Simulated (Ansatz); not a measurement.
# TiN: the cost of one run

Computed with Ansatz 0.2.0 (DFT PBE without U, plane waves, PAW, unless a step's input says otherwise).

### Step 1. The starting structure

Symmetry: Fm-3m, No. 225, cubic system. The conventional cell has a = 4.490 Å, b = 4.490 Å, c = 4.490 Å, α = 90.00°, β = 90.00°, γ = 90.00°. Around Ti (site symmetry m-3m) lie 6 N at 2.24 Å. N (site symmetry m-3m) has 6 Ti at 2.24 Å as nearest neighbours.

As a file:

```
Ti N
1.0
     0.00000    2.24477    2.24477
     2.24477    0.00000    2.24477
     4.48954    4.48954    0.00000
Ti N
2 2
Direct
  0.50000 0.50000 0.25000
  0.50000 0.50000 0.75000
  0.00000 0.00000 0.00000
  0.00000 0.00000 0.50000
```

Magnetic order typed: antiferromagnetic, doubled cell 0 0 1/2.

An earlier series on this cell reached its lowest free state from «random orbitals: drawn by pairs, first filling», perhaps among other starts (it ended without moments).

### Step 2. Random orbitals: single harmonics, second filling

Input file input.yaml:

```yaml
crystal:
  lattice:
    - [0.0, 2.24476864, 2.24476864]
    - [2.24476864, 0.0, 2.24476864]
    - [4.48953728, 4.48953728, 0.0]
  atoms:
    - { symbol: Ti, position: [0.5, 0.5, 0.25], spin: 1.0 }
    - { symbol: "N", position: [0.0, 0.0, 0.0] }
    - { symbol: Ti, position: [0.5, 0.5, 0.75], spin: -1.0 }
    - { symbol: "N", position: [0.0, 0.0, 0.5] }
basis:
  ecutwfc: 420
  ecutrho_ratio: 4
kpoints:
  mp_grid: { grid: [7, 7, 7] }
hamiltonian:
  xc: pbe
  hubbard:
    sites:
      - { site: 0, l: d, u_eff: 0.0, starting_ns: [{ spin: up, occupation_matrix: s0up }, { spin: down, occupation_matrix: s0down }] }
      - { site: 2, l: d, u_eff: 0.0, starting_ns: [{ spin: up, occupation_matrix: s2up }, { spin: down, occupation_matrix: s2down }] }
    occupation_matrices:
      s0up:
        matrix:
          - [0.97, 0.0, 0.0, 0.0, 0.0]
          - [0.0, 0.02, 0.0, 0.0, 0.0]
          - [0.0, 0.0, 0.02, 0.0, 0.0]
          - [0.0, 0.0, 0.0, 0.02, 0.0]
          - [0.0, 0.0, 0.0, 0.0, 0.02]
      s0down:
        matrix:
          - [0.02, 0.0, 0.0, 0.0, 0.0]
          - [0.0, 0.02, 0.0, 0.0, 0.0]
          - [0.0, 0.0, 0.02, 0.0, 0.0]
          - [0.0, 0.0, 0.0, 0.02, 0.0]
          - [0.0, 0.0, 0.0, 0.0, 0.02]
      s2up:
        matrix:
          - [0.02, 0.0, 0.0, 0.0, 0.0]
          - [0.0, 0.02, 0.0, 0.0, 0.0]
          - [0.0, 0.0, 0.02, 0.0, 0.0]
          - [0.0, 0.0, 0.0, 0.02, 0.0]
          - [0.0, 0.0, 0.0, 0.0, 0.02]
      s2down:
        matrix:
          - [0.97, 0.0, 0.0, 0.0, 0.0]
          - [0.0, 0.02, 0.0, 0.0, 0.0]
          - [0.0, 0.0, 0.02, 0.0, 0.0]
          - [0.0, 0.0, 0.0, 0.02, 0.0]
          - [0.0, 0.0, 0.0, 0.0, 0.02]
    ns_hold: { iters: 12 }
scf:
  occupations: { method: gaussian, width: 0.05 }
  lower_state_search: "off"
  max_iter: 150
output:
  forces: true
  stress: true
  eigenvalues: true
  populations: true
  hubbard: { sites: [{ site: 0, l: d }, { site: 2, l: d }] }
magnetization:
  spin_polarized: true
```

The typed matrices put 0.97 on the chosen orbitals and 0.02 on the others, and are held for 12 cycles.

Launch:

```bash
> ansatz run input.yaml --threads 2 --pin off --max-ram 3072MiB --backend cpu --events-out ev --progress --plain --runs-dir out
```

Q: Estimate wall time and peak memory on 2 threads of Intel Xeon 6975P-C (Granite Rapids), shared host.

About 24 s, with a peak of 0.57 GiB.
